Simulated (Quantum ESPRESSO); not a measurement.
MnCuAs under changes of volume

One of the cells (14.618 Å³/atom); the others are scaled copies at fixed shape and fractional positions:

```
CELL_PARAMETERS angstrom
3.69949 0.00000 0.00000
0.00000 3.69949 0.00000
0.00000 0.00000 6.40842
ATOMIC_POSITIONS crystal
As 0.50000 0.00000 0.22375
As 0.00000 0.50000 0.77625
Cu 0.50000 0.50000 0.50000
Cu 0.00000 0.00000 0.50000
Mn 0.50000 0.00000 0.83598
Mn 0.00000 0.50000 0.16402
```

The cell is a database's computed one.

| Item | Value |
| --- | --- |
| Program | Quantum ESPRESSO 7.5 |
| Functional | LDA |
| Potentials or basis | GBRV 1.5 LDA |
| Cutoff | 762 eV |
| Density cutoff | 6095 eV |
| k mesh | 5 × 5 × 3 |
| Occupations | fermi-dirac, width 0.05 eV |
| Spin | collinear spin, ferromagnetic start |
| Starting moments | [0.0, 0.0, 0.6, 0.6, 4.0, 4.0] μB |

```csv
volume (Å³/atom),energy over the lowest point (meV/atom),pressure (GPa),moment (μB per cell)
13.741,0.00,-7.1,5.91
14.033,13.95,-8.7,6.20
14.326,30.97,-10.2,6.42
14.618,50.60,-11.5,6.67
14.910,72.15,-12.4,6.96
15.203,94.93,-13.1,7.24
15.495,?,?,?
```

Problem. What does the run at 15.495 Å³/atom give?

Solution. Energy over the lowest point 119.17 meV/atom; pressure -13.9 GPa; moment 7.46 μB per cell.

Worked out: A Birch-Murnaghan fit of order 3 (a polynomial in V^(-2/3)) to the other rows has no minimum within the range. It gives 118.62 meV/atom at 15.495 Å³/atom, against the run's 119.17, and -dE/dV = -13.2 GPa, against -13.9. A parabola through the other rows of the moment, of slope 0.995 μB per Å³/atom there, extrapolates to 7.52 μB, against the run's 7.46.

Energies are extrapolated to zero smearing.

Caveats: only a ferromagnetic start was run, and an antiferromagnetic order may lie lower in energy.
